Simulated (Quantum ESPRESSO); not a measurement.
An input for Quantum ESPRESSO 7.5 (C3ONH3):

The input pw.in:

```
&CONTROL
  calculation = 'scf'
  prefix = 'pwscf'
  outdir = './tmp'
  pseudo_dir = './pseudo'
  tprnfor = .true.
  disk_io = 'nowf'
/
&SYSTEM
  ibrav = 0
  nat = 8
  ntyp = 4
  ecutwfc = 84
  nbnd = 20
  input_dft = 'r2scan'
  occupations = 'smearing'
  smearing = 'fd'
  degauss = 0.00073499
  vdw_corr = 'grimme-d3'
  dftd3_version = 3
  nosym = .true.
  assume_isolated = 'mt'
/
&ELECTRONS
  conv_thr = 1d-08
  electron_maxstep = 120
  mixing_beta = 0.2
/
ATOMIC_SPECIES
C     12.0110 C.upf
O     15.9990 O.upf
N     14.0070 N.upf
H      1.0080 H.upf
CELL_PARAMETERS angstrom
  13.0000000000    0.0000000000    0.0000000000
   0.0000000000   13.0000000000    0.0000000000
   0.0000000000    0.0000000000   11.0000000000
ATOMIC_POSITIONS crystal
C      0.4693192300    0.5668038500    0.5318227300
C      0.5512653800    0.5103961500    0.4971409100
O      0.5158961500    0.4190653800    0.4540772700
C      0.4131423100    0.4257192300    0.4653863600
N      0.3806884600    0.5109038500    0.5106590900
H      0.4674423100    0.6430576900    0.5702409100
H      0.6332423100    0.5218500000    0.4965227300
H      0.3687576900    0.3601730800    0.4359409100
K_POINTS gamma
```

Potentials or basis: PseudoDojo 0.4.1 SR PBE standard.

Launch:

```sh
$ OMP_NUM_THREADS=1 pw.x -in pw.in > pw.out
```

**Question.** How does this run end?

**Answer.** The run stopped without a result. It printed:

pw.out:

```text
This program is part of the open-source Quantum ESPRESSO suite
     for quantum simulation of materials; please cite
         "P. Giannozzi et al., J. Phys.:Condens. Matter 21 395502 (2009);
         "P. Giannozzi et al., J. Phys.:Condens. Matter 29 465901 (2017);
         "P. Giannozzi et al., J. Chem. Phys. 152 154105 (2020);
     in publications or presentations arising from this work. More details at

     IMPORTANT: XC functional enforced from input :
     Exchange-correlation= R2SCAN
                           (   0   0   0   0   0 497 498)
     Any further DFT definition will be discarded
     Please, verify this is what you really want

 program stopped due to: functional name unknown
STOP must stop!
```
